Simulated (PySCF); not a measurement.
# Pb⁷⁰⁺, Pb⁷¹⁺: ionisation energies in even-tempered 16s10p4d4f

Each state of lead is computed at each level; their differences give the ionisation energy. How far do the methods differ?

The numbers are computed with PySCF 2.14.0 (unrestricted determinants in a Gaussian basis, no spin-orbit coupling in the energies), except any that are marked as measured or tabulated.

### Step 1. What is computed

- Element: lead (Z = 82)
- Basis: an even-tempered Gaussian basis (16 s from 23 bohr⁻², ratio 2.5; 10 p from 30 bohr⁻², ratio 2.5; 4 d from 110 bohr⁻², ratio 2.7; 4 f from 160 bohr⁻², ratio 2.7)
- Hamiltonian: no relativity, point nucleus
- State 1: Pb⁷⁰⁺: [Ne] 3s2, closed-shell 1S
- State 2: Pb⁷¹⁺: [Ne] 3s1, 2S determinant
- Needed too, but not shown: Pb⁷²⁺ [Ne] (1S)
- Methods: UHF, LDA, PBE, PBE0, r2SCAN, revPBE, TPSS, MP2
- Core shells frozen in the correlated runs: outer shells: 1s2 (for Pb⁷⁰⁺)

Outer shells as boxes (Hund's rule):

Pb70+ [Ne] 3s2
```
[Ne] core
3s [↑↓]
```

Pb71+ [Ne] 3s1
```
[Ne] core
3s [↑ ]
```

The runs were made by one driver on top of PySCF. The scripts below sum up each run's settings (the driver also hands on starting orbitals that pick excited configurations, and frozen orbitals as a list rather than a count), and the logs come from the driver's own runs. The driver starts from symmetry-adapted Hartree-Fock orbitals, holds the occupation by maximum overlap and uses a logarithmic radial grid for functionals, so a plain start would take other cycles.

The integrals over 94 functions and the set-up took 0.14 s of CPU time.

### Step 2. Pb⁷⁰⁺: the ladder of methods

UHF:

input.py reads:

```python
from pyscf import gto, scf, dft, mp, cc
mol = gto.M(atom="Pb 0 0 0", charge=70, spin=0, symmetry="D2h",
            basis=gto.etbs([(0, 16, 23, 2.5), (1, 10, 30, 2.5), (2, 4, 110, 2.7), (3, 4, 160, 2.7)]))
mf = scf.UHF(mol)
mf.irrep_nelec = {'Ag': (3, 3), 'B1u': (1, 1), 'B2u': (1, 1), 'B3u': (1, 1)}
mf.kernel()
```

Output:

```text
damping factor = 0
level_shift factor = 0
DIIS = <class 'pyscf.scf.diis.CDIIS'>
diis_start_cycle = 1
diis_space = 10
diis_damp = 0
SCF conv_tol = 1e-09
SCF conv_tol_grad = None
number electrons alpha = 6  beta = 6
cycle= 1 E= -13349.2736198354  delta_E= -2.91e-11  |g|= 1.19e-06  |ddm|= 2.88e-06
converged SCF energy = -13349.2736198354  <S^2> = -1.1546319e-14  2S+1 = 1
```

It used 2 s of CPU time after the integrals (shared host).

The occupied shells:

| shell | electrons | mean orbital energy (eV) | spread (eV) | rms radius (bohr) |
| --- | --- | --- | --- | --- |
| 1s | 2 | -85849.4 | 0 | 0.0213 |
| 2s | 2 | -19437.6 | 0 | 0.0825 |
| 2p | 6 | -18991.4 | 0 | 0.0708 |
| 3s | 2 | -8164.1 | 0 | 0.192 |

⟨S²⟩ = 0.000, ⟨L²⟩ = 0.00.

Spin-orbit constants on these orbitals (cm⁻¹; bare nucleus, screened nucleus, mean field): 2p 7678000, 7491000, 7409000.

A non-relativistic calculation at this Z misses sizeable relativistic shifts. The p, d and f levels are scalar averages; spin-orbit coupling splits them strongly at this Z.

LDA:

input.py differs from the last one in:

```diff
@@ -3,3 +3,3 @@
             basis=gto.etbs([(0, 16, 23, 2.5), (1, 10, 30, 2.5), (2, 4, 110, 2.7), (3, 4, 160, 2.7)]))
-mf = scf.UHF(mol)
+mf = dft.UKS(mol, xc="LDA,VWN")
 mf.irrep_nelec = {'Ag': (3, 3), 'B1u': (1, 1), 'B2u': (1, 1), 'B3u': (1, 1)}
```

Output:

```text
damping factor = 0
level_shift factor = 0
DIIS = <class 'pyscf.scf.diis.CDIIS'>
diis_start_cycle = 1
diis_space = 10
diis_damp = 0
SCF conv_tol = 1e-09
SCF conv_tol_grad = None
number electrons alpha = 6  beta = 6
XC functionals = LDA,VWN
    P. A. M. Dirac.,  Math. Proc. Cambridge Philos. Soc. 26, 376 (1930)
    F. Bloch.,  Z. Phys. 57, 545 (1929)
    S. H. Vosko, L. Wilk, and M. Nusair.,  Can. J. Phys. 58, 1200 (1980)
cycle= 1 E= -13339.906128613  delta_E= -0.0116  |g|= 0.0481  |ddm|= 0.0117
cycle= 2 E= -13339.9061311132  delta_E= -2.5e-06  |g|= 0.00215  |ddm|= 0.000413
cycle= 3 E= -13339.9061311194  delta_E= -6.16e-09  |g|= 1.42e-05  |ddm|= 1.86e-05
cycle= 4 E= -13339.9061311194  delta_E= 1.46e-11  |g|= 1.7e-08  |ddm|= 1.2e-07
converged SCF energy = -13339.9061311194  <S^2> = -1.2434498e-14  2S+1 = 1
```

It used 0.33 s of CPU time after the integrals (shared host).

PBE:

input.py reads:

```python
from pyscf import gto, scf, dft, mp, cc
mol = gto.M(atom="Pb 0 0 0", charge=70, spin=0, symmetry="D2h",
            basis=gto.etbs([(0, 16, 23, 2.5), (1, 10, 30, 2.5), (2, 4, 110, 2.7), (3, 4, 160, 2.7)]))
mf = dft.UKS(mol, xc="PBE")
mf.irrep_nelec = {'Ag': (3, 3), 'B1u': (1, 1), 'B2u': (1, 1), 'B3u': (1, 1)}
mf.kernel()
```

Output:

```text
damping factor = 0
level_shift factor = 0
DIIS = <class 'pyscf.scf.diis.CDIIS'>
diis_start_cycle = 1
diis_space = 10
diis_damp = 0
SCF conv_tol = 1e-09
SCF conv_tol_grad = None
number electrons alpha = 6  beta = 6
XC functionals = PBE
    J. P. Perdew, K. Burke, and M. Ernzerhof.,  Phys. Rev. Lett. 77, 3865 (1996)
    J. P. Perdew, K. Burke, and M. Ernzerhof.,  Phys. Rev. Lett. 78, 1396 (1997)
    J. P. Perdew, K. Burke, and M. Ernzerhof.,  Phys. Rev. Lett. 77, 3865 (1996)
    J. P. Perdew, K. Burke, and M. Ernzerhof.,  Phys. Rev. Lett. 78, 1396 (1997)
cycle= 1 E= -13348.9161850779  delta_E= -0.00664  |g|= 0.0103  |ddm|= 0.0122
cycle= 2 E= -13348.9161852055  delta_E= -1.28e-07  |g|= 0.000464  |ddm|= 7.61e-05
cycle= 3 E= -13348.9161852058  delta_E= -3.07e-10  |g|= 4.64e-06  |ddm|= 4.2e-06
converged SCF energy = -13348.9161852058  <S^2> = -1.2434498e-14  2S+1 = 1
```

It used 0.34 s of CPU time after the integrals (shared host).

PBE0:

input.py differs from the last one in:

```diff
@@ -3,3 +3,3 @@
             basis=gto.etbs([(0, 16, 23, 2.5), (1, 10, 30, 2.5), (2, 4, 110, 2.7), (3, 4, 160, 2.7)]))
-mf = dft.UKS(mol, xc="PBE")
+mf = dft.UKS(mol, xc="PBE0")
 mf.irrep_nelec = {'Ag': (3, 3), 'B1u': (1, 1), 'B2u': (1, 1), 'B3u': (1, 1)}
```

Output:

```text
damping factor = 0
level_shift factor = 0
DIIS = <class 'pyscf.scf.diis.CDIIS'>
diis_start_cycle = 1
diis_space = 10
diis_damp = 0
SCF conv_tol = 1e-09
SCF conv_tol_grad = None
number electrons alpha = 6  beta = 6
XC functionals = PBE0
    C. Adamo and V. Barone.,  J. Chem. Phys. 110, 6158 (1999)
    M. Ernzerhof and G. E. Scuseria.,  J. Chem. Phys. 110, 5029 (1999)
cycle= 1 E= -13349.1316751932  delta_E= -0.00369  |g|= 0.00856  |ddm|= 0.0092
cycle= 2 E= -13349.1316752694  delta_E= -7.63e-08  |g|= 0.000257  |ddm|= 9.9e-05
cycle= 3 E= -13349.1316752695  delta_E= -6.55e-11  |g|= 6.16e-06  |ddm|= 2.04e-06
converged SCF energy = -13349.1316752695  <S^2> = -1.3322676e-14  2S+1 = 1
```

It used 0.69 s of CPU time after the integrals (shared host).

r2SCAN:

input.py differs from the last one in:

```diff
@@ -3,3 +3,3 @@
             basis=gto.etbs([(0, 16, 23, 2.5), (1, 10, 30, 2.5), (2, 4, 110, 2.7), (3, 4, 160, 2.7)]))
-mf = dft.UKS(mol, xc="PBE0")
+mf = dft.UKS(mol, xc="R2SCAN")
 mf.irrep_nelec = {'Ag': (3, 3), 'B1u': (1, 1), 'B2u': (1, 1), 'B3u': (1, 1)}
```

Output:

```text
damping factor = 0
level_shift factor = 0
DIIS = <class 'pyscf.scf.diis.CDIIS'>
diis_start_cycle = 1
diis_space = 10
diis_damp = 0
SCF conv_tol = 1e-09
SCF conv_tol_grad = None
number electrons alpha = 6  beta = 6
XC functionals = R2SCAN
    J. W. Furness, A. D. Kaplan, J. Ning, J. P. Perdew, and J. Sun.,  J. Phys. Chem. Lett. 11, 8208-8215 (2020)
    J. W. Furness, A. D. Kaplan, J. Ning, J. P. Perdew, and J. Sun.,  J. Phys. Chem. Lett. 11, 9248-9248 (2020)
    J. W. Furness, A. D. Kaplan, J. Ning, J. P. Perdew, and J. Sun.,  J. Phys. Chem. Lett. 11, 8208-8215 (2020)
    J. W. Furness, A. D. Kaplan, J. Ning, J. P. Perdew, and J. Sun.,  J. Phys. Chem. Lett. 11, 9248-9248 (2020)
cycle= 1 E= -13349.5232505242  delta_E= -0.0032  |g|= 0.00774  |ddm|= 0.0101
cycle= 2 E= -13349.5232505533  delta_E= -2.91e-08  |g|= 0.000153  |ddm|= 4.17e-05
cycle= 3 E= -13349.5232505533  delta_E= -2.18e-11  |g|= 6.52e-06  |ddm|= 1.37e-06
converged SCF energy = -13349.5232505533  <S^2> = -1.1546319e-14  2S+1 = 1
```

CPU time 0.88 s on a shared host, the integrals not counted.

revPBE:

input.py reads:

```python
from pyscf import gto, scf, dft, mp, cc
mol = gto.M(atom="Pb 0 0 0", charge=70, spin=0, symmetry="D2h",
            basis=gto.etbs([(0, 16, 23, 2.5), (1, 10, 30, 2.5), (2, 4, 110, 2.7), (3, 4, 160, 2.7)]))
mf = dft.UKS(mol, xc="PBE_R,PBE")
mf.irrep_nelec = {'Ag': (3, 3), 'B1u': (1, 1), 'B2u': (1, 1), 'B3u': (1, 1)}
mf.kernel()
```

Output:

```text
damping factor = 0
level_shift factor = 0
DIIS = <class 'pyscf.scf.diis.CDIIS'>
diis_start_cycle = 1
diis_space = 10
diis_damp = 0
SCF conv_tol = 1e-09
SCF conv_tol_grad = None
number electrons alpha = 6  beta = 6
XC functionals = PBE_R,PBE
    Y. Zhang and W. Yang.,  Phys. Rev. Lett. 80, 890 (1998)
    J. P. Perdew, K. Burke, and M. Ernzerhof.,  Phys. Rev. Lett. 77, 3865 (1996)
    J. P. Perdew, K. Burke, and M. Ernzerhof.,  Phys. Rev. Lett. 78, 1396 (1997)
cycle= 1 E= -13349.4927706802  delta_E= -0.00592  |g|= 0.00842  |ddm|= 0.0117
cycle= 2 E= -13349.4927707548  delta_E= -7.47e-08  |g|= 0.000343  |ddm|= 7.78e-05
cycle= 3 E= -13349.492770755  delta_E= -1.53e-10  |g|= 5.92e-06  |ddm|= 3.17e-06
converged SCF energy = -13349.492770755  <S^2> = -7.1054274e-15  2S+1 = 1
```

It used 0.34 s of CPU time after the integrals (shared host).

TPSS:

input.py reads:

```python
from pyscf import gto, scf, dft, mp, cc
mol = gto.M(atom="Pb 0 0 0", charge=70, spin=0, symmetry="D2h",
            basis=gto.etbs([(0, 16, 23, 2.5), (1, 10, 30, 2.5), (2, 4, 110, 2.7), (3, 4, 160, 2.7)]))
mf = dft.UKS(mol, xc="TPSS")
mf.irrep_nelec = {'Ag': (3, 3), 'B1u': (1, 1), 'B2u': (1, 1), 'B3u': (1, 1)}
mf.kernel()
```

Output:

```text
damping factor = 0
level_shift factor = 0
DIIS = <class 'pyscf.scf.diis.CDIIS'>
diis_start_cycle = 1
diis_space = 10
diis_damp = 0
SCF conv_tol = 1e-09
SCF conv_tol_grad = None
number electrons alpha = 6  beta = 6
XC functionals = TPSS
    J. Tao, J. P. Perdew, V. N. Staroverov, and G. E. Scuseria.,  Phys. Rev. Lett. 91, 146401 (2003)
    J. P. Perdew, J. Tao, V. N. Staroverov, and G. E. Scuseria.,  J. Chem. Phys. 120, 6898 (2004)
    J. Tao, J. P. Perdew, V. N. Staroverov, and G. E. Scuseria.,  Phys. Rev. Lett. 91, 146401 (2003)
    J. P. Perdew, J. Tao, V. N. Staroverov, and G. E. Scuseria.,  J. Chem. Phys. 120, 6898 (2004)
cycle= 1 E= -13349.8195108462  delta_E= -0.00393  |g|= 0.0131  |ddm|= 0.00959
cycle= 2 E= -13349.8195110651  delta_E= -2.19e-07  |g|= 0.000557  |ddm|= 0.000183
cycle= 3 E= -13349.8195110655  delta_E= -4.13e-10  |g|= 8.33e-06  |ddm|= 4.75e-06
converged SCF energy = -13349.8195110655  <S^2> = -9.7699626e-15  2S+1 = 1
```

CPU time 0.91 s on a shared host, the integrals not counted.

MP2 (outer shells):

input.py reads:

```python
from pyscf import gto, scf, dft, mp, cc
mol = gto.M(atom="Pb 0 0 0", charge=70, spin=0, symmetry="D2h",
            basis=gto.etbs([(0, 16, 23, 2.5), (1, 10, 30, 2.5), (2, 4, 110, 2.7), (3, 4, 160, 2.7)]))
mf = scf.UHF(mol)
mf.irrep_nelec = {'Ag': (3, 3), 'B1u': (1, 1), 'B2u': (1, 1), 'B3u': (1, 1)}
mf.kernel()
mp.UMP2(mf, frozen=1).kernel()
```

The driver printed no log here.

It used 0.55 s of CPU time after the integrals (shared host).

With 10 electrons correlated, the MP2 correlation energy is -0.53685 hartree (-0.09809 same spin, -0.43876 opposite spin); the SCS form gives -0.55921. Largest pairs of shells: 2p-2p -0.2103, 3s-3s -0.1917, 2s-2p -0.0584, 2p-3s -0.0562, 2s-2s -0.0107.

Radial density 4πr²ρ of Pb⁷⁰⁺ at UHF:

| r (bohr) | density |
| --- | --- |
| 0.000277 | 0.366 |
| 0.000466 | 1.00 |
| 0.000783 | 2.69 |
| 0.00132 | 6.98 |
| 0.00222 | 17.0 |
| 0.00373 | 37.6 |
| 0.00627 | 70.3 |
| 0.0105 | 99.9 |
| 0.0177 | 97.3 |
| 0.0298 | 88.1 |
| 0.0502 | 122 |
| 0.0844 | 74.8 |
| 0.142 | 20.0 |
| 0.239 | 7.10 |
| 0.402 | 0.130 |

[end of part 1 of 2]
